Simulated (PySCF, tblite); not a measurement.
# C₈H₁₁BO: geometry, infrared bands, NMR shifts and electronic excitations

Wanted: the infrared bands, NMR shifts and electronic excitations of C₈H₁₁BO (`CCCC#CC#CBOC`), by calculation.

Computed with tblite 0.8.0 and PySCF 2.14.0, with density-fitted response routines of our own, on a single molecule in the gas phase. Atoms are numbered from 0 throughout.

### 1 The starting structure

21 atoms, charge 0, multiplicity 1; geometry from: force field or distance geometry start.

Bonds of the start (Å): C0–C1 1.51, C1–C2 1.52, C2–C3 1.46, C3–C4 1.20, C4–C5 1.41, C5–C6 1.21, C6–B7 1.54, B7–O8 1.47, O8–C9 1.40, C0–H10 1.11, C0–H11 1.12, C0–H12 1.11, C1–H13 1.12, C1–H14 1.11, C2–H15 1.11, C2–H16 1.12, B7–H17 1.18, C9–H18 1.11, C9–H19 1.12, C9–H20 1.11.

### 2 Geometry optimisation with GFN2-xTB

Job settings and geometry (Å):

```
{"job": {"kind": "relax", "xc": "GFN2-xTB", "basis": "xTB"}, "charge": 0, "multiplicity": 1}
C     -4.584300    -0.362200     1.329100
C     -3.094000    -0.308900     1.066100
C     -2.760500     0.461200    -0.199300
C     -1.321900     0.506800    -0.440300
C     -0.132000     0.525800    -0.612500
C      1.258000     0.559400    -0.842100
C      2.453900     0.590600    -1.030100
B      3.975600     0.625700    -1.258100
O      4.897300     0.755100    -0.122300
C      5.282500    -0.528900     0.296100
H     -4.798300    -0.930500     2.259900
H     -4.999800     0.666000     1.449300
H     -5.116800    -0.861400     0.496400
H     -2.588200     0.170800     1.942400
H     -2.710800    -1.345900     0.989500
H     -3.259700    -0.018900    -1.063200
H     -3.140600     1.511400    -0.113200
H      4.390100     0.607600    -2.365900
H      4.418200    -1.124800     0.657300
H      5.990600    -0.418500     1.152900
H      5.831700    -1.063400    -0.509300
```

Command:

```sh
$ OMP_NUM_THREADS=1 python probes_run.py task.json out
```

The driver reads the jobs from task.json and runs them one after another.

**Question.** This job is followed by: GFN2-xTB harmonic vibrations, gas phase; PBE0-D3(BJ)/def2-SVP geometry optimisation, gas phase; GIAO PBE0/pcSseg-1 NMR shielding, non-relativistic, gas phase; TDDFT CAM-B3LYP/def2-SVPD, vertical, gas phase, core orbitals frozen in the response; GIAO CAM-B3LYP/pcSseg-1 NMR shielding, non-relativistic, gas phase. Predict these results of the whole session: strongest single infrared mode (GFN2-xTB); zero-point energy (GFN2-xTB); point group; rotational constants (main isotopes); 13C shifts against TMS (PBE0/pcSseg-1); 1H shifts against TMS (PBE0/pcSseg-1, means over atoms taken as alike); 11B shifts against BF3·OEt2 (PBE0/pcSseg-1); 17O shifts against H2O (PBE0/pcSseg-1); surface potential, 1st and 99th percentile; lowest singlet (CAM-B3LYP/def2-SVPD); brightest single state of those computed; lowest triplet; vertical ionisation energy (ΔSCF); vertical electron affinity (ΔSCF); range of the shift of O8.

**Answer**, as computed:

| quantity | value |
| --- | --- |
| strongest single infrared mode (GFN2-xTB) | 1334 cm⁻¹, 481 km/mol |
| zero-point energy (GFN2-xTB) | 104.0 kcal/mol |
| point group | C1 |
| rotational constants (main isotopes) | 7.39, 0.27, 0.27 GHz |
| 13C shifts against TMS (PBE0/pcSseg-1) | 100.6, 91.8, 86.5, 72.3, 62.5, 25.9, 24.2, 15.9 ppm |
| 1H shifts against TMS (PBE0/pcSseg-1, means over atoms taken as alike) | 4.69, 3.97, 2.16, 1.48, 0.94 ppm |
| 11B shifts against BF3·OEt2 (PBE0/pcSseg-1) | 33.9 ppm |
| 17O shifts against H2O (PBE0/pcSseg-1) | 199.6 ppm |
| surface potential, 1st and 99th percentile | -1.21 V and 0.89 V |
| lowest singlet (CAM-B3LYP/def2-SVPD) | 3.82 eV (324 nm), f = 0.000 |
| brightest single state of those computed | state 5, 6.47 eV, f = 1.601 |
| lowest triplet | 3.36 eV |
| vertical ionisation energy (ΔSCF) | 8.81 eV |
| vertical electron affinity (ΔSCF) | -0.05 eV (unbound: the value hangs on the basis) |
| range of the shift of O8 | 196.8 to 199.6 ppm |

What this shows: Over 156 steps the energy fell by 1.053 eV; of the close pairs, B7–O8 changed most, 1.468 to 1.334 Å (GFN2-xTB). No mode is imaginary among the 57: a minimum at this level. The strongest single mode, at 1334 cm⁻¹, is spread over many atoms; the largest shares are those of B7, O8. GFN2-xTB is a fitted tight-binding method: band positions and strengths are rough. Its intensities can rank the bands wrongly. Relaxing lowered the energy by 0.275 eV in 5 steps; the close pair that moved most is B7–H17, from 1.168 to 1.215 Å (PBE0/def2-SVP). At PBE0/pcSseg-1: The largest span, 479 ppm, is at O8, where the paramagnetic term is -271 ppm. By nearest atom (PBE0/pcSseg-1), the HOMO sits on C3, C6 about 27 % each; C4, C5 about 17 % each and the LUMO on B7 24 %; C3, C5, C6 about 17 % each. The first singlet state (HOMO→LUMO 0.94) lies at 3.82 eV and is dark; of the 10 states computed, the strongest absorption comes from state 5 at 6.47 eV. The lowest triplet lies 0.46 eV below the lowest singlet (triplets in Tamm-Dancoff, singlets in full TDDFT). ΔSCF puts the ionisation energy at 8.81 eV, 0.66 eV above −ε(HOMO). In ppm, O8 moves most: its shift spreads over 2.8 ppm, from 196.8 (CAM-B3LYP/pcSseg-1) to 199.6 (PBE0/pcSseg-1).
